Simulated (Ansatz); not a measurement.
Write a Python script for the Ansatz DFT code, driven from Python that makes a geometry optimisation of C2H6InN, SMILES CC#[N+][InH3-]. Level of theory: Hartree-Fock, def2-SVP basis, multiplicity 1.

`c2h6inn.xyz`
```text
10

C    -0.89450    1.58030   -1.39850
C    -0.36410    0.60630   -0.53490
N     0.06760   -0.19310    0.14520
In    0.99390   -1.61320    1.38800
H    -0.67140    2.62720   -1.05420
H    -0.55030    1.51090   -2.44100
H    -2.02020    1.51900   -1.41540
H     0.56640   -3.25050    0.74260
H     0.23950   -1.42950    3.09760
H     2.71620   -1.40870    1.47360
```

`c2h6inn_opt.py`:
```python
"""Minimum-energy structure of C2H6InN."""

import itertools

import ansatz as az
from ase.data import atomic_numbers, covalent_radii
import numpy as np

SETTINGS = {
    "basis": "def2-SVP",
    "functional": "hf",
}

mol = az.Crystal.molecule_from_extxyz("c2h6inn.xyz")

model = (
    mol.calculation()
    .basis(gaussian=SETTINGS["basis"])  # atom-centred Gaussian functions
    .functional(SETTINGS["functional"])
)
symbols = [site.symbol for site in mol.cartesian_sites]
start = np.array([site.position_ang for site in mol.cartesian_sites], dtype=float)
def progress(event):
    if event["event"] == "relax_step":
        row = event["data"]
        print(f"step {row['step']:3d}  E = {row['lagrangian_ev']:.6f} eV  largest force component {row['allowed_force_max_ev_ang']:.4f} eV/A")


r = model.relax(force_tolerance=0.02).session().plan().execute(on_event=progress).report
end = np.array(r["positions_ang"])

print("reference energy %16.6f eV" % r["reference_energy_ev"])
print("total energy     %16.6f eV" % r["free_energy_ev"])
print("occupied orbitals outside the frozen core (up, down):", r["n_occupied"], " frozen:", r["n_frozen"], " virtual:", r["n_virtual"])

# pairs closer than 1.2 times the sum of covalent radii, before or after
radius = [covalent_radii[atomic_numbers[s]] for s in symbols]
span = lambda where, i, j: np.linalg.norm(where[i] - where[j])
bonded = [(i, j) for i, j in itertools.combinations(range(len(symbols)), 2) if min(span(start, i, j), span(end, i, j)) < 1.2 * (radius[i] + radius[j])]
print("pair        before    after (A)")
for i, j in bonded:
    print(f"{symbols[i]}{i}-{symbols[j]}{j}".ljust(10), f"{span(start, i, j):8.4f} {span(end, i, j):8.4f}")
for first, second in list(itertools.combinations(bonded, 2)):
    shared = set(first) & set(second)
    if shared and symbols[(j := shared.pop())] != "H":
        i, k = sorted((set(first) | set(second)) - {j})
        u, v = end[i] - end[j], end[k] - end[j]
        angle = np.degrees(np.arccos(np.clip(u @ v / np.linalg.norm(u) / np.linalg.norm(v), -1, 1)))
        print(f"final angle {symbols[i]}{i}-{symbols[j]}{j}-{symbols[k]}{k}: {angle:.2f} deg")
```

Output of `python c2h6inn_opt.py`:
```text
step   1  E = -8781.603834 eV  largest force component 3.1580 eV/A
step   2  E = -8782.320222 eV  largest force component 1.2027 eV/A
step   3  E = -8782.343367 eV  largest force component 3.6487 eV/A
step   4  E = -8782.477093 eV  largest force component 0.3304 eV/A
step   5  E = -8782.480727 eV  largest force component 0.1105 eV/A
step   6  E = -8782.481767 eV  largest force component 0.0384 eV/A
step   7  E = -8782.481810 eV  largest force component 0.0015 eV/A
reference energy     -8782.481810 eV
total energy         -8782.481810 eV
occupied orbitals outside the frozen core (up, down): [23, 23]  frozen: 0  virtual: [75, 75]
pair        before    after (A)
C0-C1        1.4056   1.4651
C0-H4        1.1244   1.0880
C0-H5        1.1000   1.0880
C0-H6        1.1275   1.0880
C1-N2        1.1349   1.1305
N2-In3       2.1022   2.5239
In3-H7       1.8111   1.7499
In3-H8       1.8777   1.7500
In3-H9       1.7365   1.7500
final angle C1-C0-H4: 109.42 deg
final angle C1-C0-H5: 109.43 deg
final angle C1-C0-H6: 109.43 deg
final angle C0-C1-N2: 179.98 deg
final angle H4-C0-H5: 109.51 deg
final angle H4-C0-H6: 109.51 deg
final angle H5-C0-H6: 109.51 deg
final angle C1-N2-In3: 179.79 deg
final angle N2-In3-H7: 95.84 deg
final angle N2-In3-H8: 95.78 deg
final angle N2-In3-H9: 95.74 deg
final angle H7-In3-H8: 119.00 deg
final angle H7-In3-H9: 119.00 deg
final angle H8-In3-H9: 118.99 deg
```

Reading the output:
- Total energies depend on the basis set; only differences at equal settings carry meaning.
- The end point is the stationary point reached from this start; no frequency run checks that it is a minimum, and the basis set is modest.
- def2 sets replace the cores of elements past krypton by effective core potentials.
- Wall time of the script: 21 s on 1 thread of Arm Neoverse V1, with other jobs on the host, peak memory 0.27 GiB.
